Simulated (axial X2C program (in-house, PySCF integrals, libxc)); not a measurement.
**CuNC⁺: Ω levels from open-shell CI on d9 s0 p(π)0**

Which Ω levels does CuNC⁺ have in the configuration d9 s0 p(π)0, and how far apart?

Computed with an in-house X2C program for linear molecules on PySCF integrals. Level: two-component X2C, average-of-configuration Hartree–Fock and CI in the open shells.

All values are calculated.

**1. Input**

File task.json:

```json
{
 "zs": [
  29,
  7,
  6
 ],
 "q": 1,
 "bas": [
  "dyall-v3z",
  "dyall-v3z",
  "dyall-v3z"
 ],
 "r0": 1.83,
 "metal": 0,
 "shells": [
  [
   2,
   [
    0,
    1,
    2
   ],
   9
  ],
  [
   0,
   [
    0
   ],
   0
  ],
  [
   1,
   [
    1
   ],
   0
  ]
 ],
 "fix": 0,
 "emax": 3.2,
 "nroots": 4,
 "r2": 1.17
}
```

Keys: zs atomic numbers; q charge; bas basis sets; r0 starting distance in Å; metal index of the metal atom; shells open shells as [l, |m| values, electrons]; fix electron count of the first shell held; emax energy window in eV; nroots roots for each Ω; r2 second bond in Å, held.

Command:

```
> python soci.py task.json out
```

Two-component X2C with atomic mean-field Coulomb and Gaunt terms, basis Cu dyall-v3z, N dyall-v3z, C dyall-v3z (cores contracted in-house). Orbitals come from Hartree–Fock averaged over the configuration Cu d9 s0 p(π)0; CI then distributes these electrons over the d, s, p(π) shells of Cu.

**2. CI at Cu–N–C held linear, bonds 1.791 and 1.170 Å (the second held)**

What does the calculation give? Wanted: lowest level of the model; next level; lowest curve, Re and ωe.

The runs gave:

```
                 quantity                        value
lowest level of the model  Ω = 1/2, g∥ = 1.85, 100% d9
               next level    Ω = 3/2, 2404 cm⁻¹ higher
  lowest curve, Re and ωe          1.774 Å, 646.5 cm⁻¹
```

In words: In the lowest level ⟨Sz⟩ = 0.43 and ⟨Lz⟩ = 0.07; its leading determinant has weight 0.99 among 1593. From 1.791 to 1.863 Å the gap from the lowest to the fifth level goes from 6117 to 5735 cm⁻¹. Without dynamic correlation distances can be off by several hundredths of an Å, and the wavenumbers are rough. There is no dynamic correlation: spin–orbit spacings and, for f shells, spacings inside one term are the most reliable numbers, splittings between terms come out too wide, and energies between configurations are not reliable, so the lowest level need not be the ground state of the molecule. For d shells the ligand-field splittings (σ, π, δ) and their order can be off by a thousand cm⁻¹ or more. At most 4 roots were kept for each Ω > 0 (twice that for Ω = 0) within 3.2 eV of the lowest, so higher up levels can be missing between those listed; levels with Ω > 0 are doubly degenerate and listed once, Ω = 0 levels singly. Some active spinors are only partly of the character that their shell is named for, so the shell names and counts are nominal. States that fill the shells left empty in the average are placed too high. The molecule was held linear; bending was not examined.
